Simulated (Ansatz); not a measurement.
Geometry optimisation, DFT PBE, scalar-relativistic, plane waves, PAW (Ansatz 0.2.0).

The input (input.yaml):

```yaml
crystal:
  lattice:
    - [5.048742, 0.0, 0.0]
    - [2.524371, 4.372339, 0.0]
    - [0.0, 0.0, 16.676426]
  atoms:
    - { symbol: H, position: [0.16666668, 0.16666667, 0.05996489] }
    - { symbol: H, position: [0.66666673, 0.16666667, 0.05996489] }
    - { symbol: H, position: [0.16666669, 0.6666667, 0.05996489] }
    - { symbol: H, position: [0.66666673, 0.6666667, 0.05996489] }
    - { symbol: C, position: [0.16666668, 0.16666667, 0.12592626] }
    - { symbol: C, position: [0.66666673, 0.16666667, 0.12592626] }
    - { symbol: C, position: [0.16666669, 0.6666667, 0.12592626] }
    - { symbol: C, position: [0.66666673, 0.6666667, 0.12592626] }
    - { symbol: C, position: [-0.16666667, 0.33333335, 0.15682528] }
    - { symbol: C, position: [0.33333337, 0.33333335, 0.15682528] }
    - { symbol: C, position: [-0.16666666, 0.83333337, 0.15682528] }
    - { symbol: C, position: [0.33333338, 0.83333337, 0.15682528] }
    - { symbol: C, position: [-0.16666667, 0.33333335, 0.24952232] }
    - { symbol: C, position: [0.33333337, 0.33333335, 0.24952232] }
    - { symbol: C, position: [-0.16666666, 0.83333337, 0.24952232] }
    - { symbol: C, position: [0.33333338, 0.83333337, 0.24952232] }
    - { symbol: C, position: [0.0, 0.0, 0.28042133] }
    - { symbol: C, position: [0.50000004, 0.0, 0.28042133] }
    - { symbol: C, position: [1.0e-08, 0.50000002, 0.28042133] }
    - { symbol: C, position: [0.50000005, 0.50000002, 0.28042133] }
    - { symbol: "N", position: [0.50000004, 0.0, 0.36976901] }
    - { symbol: H, position: [0.27777779, -0.38888891, 0.31040377] }
    - { symbol: H, position: [0.41241145, -0.12547503, 0.40454865] }
    - { symbol: H, position: [0.71315657, -0.08843594, 0.40454865] }
basis:
  ecutwfc: 420.0
kpoints:
  mp_grid: { grid: [3, 3, 1] }
hamiltonian:
  xc: pbe
  pseudopotentials: { kind: paw, azcp: { folder: soft_1 } }
scf:
  occupations: { method: gaussian, width: 0.02 }
  lower_state_search: "off"
relax:
  f_tol: 0.03
  max_steps: 60
  adjacent_minimum: "off"
  constraints: [{ sites: [0, 1, 2, 3, 4, 5, 6, 7, 8, 9, 10, 11] }]
output:
  write_density: true
  write_potential: true
  elf: true
  volumetric_format: npy
```

Launched with:

```bash
$ ansatz run input.yaml --threads 1 --pin off --max-ram 3072MiB --backend cpu --events-out ev --progress --plain --runs-dir out
```

Q: Where does it end, and by what steps?

A: The run converged. The force dipped under the threshold on the way, but the program's further checks kept it going. Limits of this set-up: thin slab, slab without dipole correction, no dispersion correction for a molecule that may bind weakly. After 15 steps the energy has fallen by 4.698 eV; H22 moved furthest, 1.08 Å.

```tsv
step	energy less start (eV)	largest force component (eV/Å)	accepted
0	0.0000	5.324	yes
1	-1.9166	3.886	yes
2	-3.2757	2.274	yes
3	-3.9488	1.765	yes
4	-4.3583	1.132	yes
5	-4.5761	0.602	yes
6	-4.6483	0.111	yes
7	-4.6533	0.081	yes
8	-4.6590	0.340	yes
9	-4.6667	0.403	yes
10	-4.6761	0.472	yes
11	-4.6940	0.154	yes
12	-4.6971	0.119	yes
13	-4.6978	0.073	yes
14	-4.6984	0.008	yes
15	-4.6984	0.008	yes
```

```xyz
24
Lattice="5.0487 0.0000 0.0000 2.5244 4.3723 0.0000 0.0000 0.0000 16.6764" Properties=species:S:1:pos:R:3
H 1.262 0.729 1.000
H 3.787 0.729 1.000
H 2.524 2.915 1.000
H 5.049 2.915 1.000
C 1.262 0.729 2.100
C 3.787 0.729 2.100
C 2.524 2.915 2.100
C 5.049 2.915 2.100
C 0.000 1.457 2.615
C 2.524 1.457 2.615
C 1.262 3.644 2.615
C 3.787 3.644 2.615
C -0.006 1.465 4.276
C 2.503 1.474 4.183
C 1.249 3.655 4.212
C 3.766 3.656 4.182
C -0.020 0.011 4.534
C 2.502 0.019 4.719
C 1.245 2.204 4.550
C 3.754 2.205 4.690
N 2.540 0.064 6.185
H 1.182 -2.175 5.786
H 1.581 0.150 6.541
H 2.921 -0.820 6.536
```

The run took 2.4 min on 1 thread of Arm Neoverse V2, with other jobs on the host, peak memory 0.53 GiB.
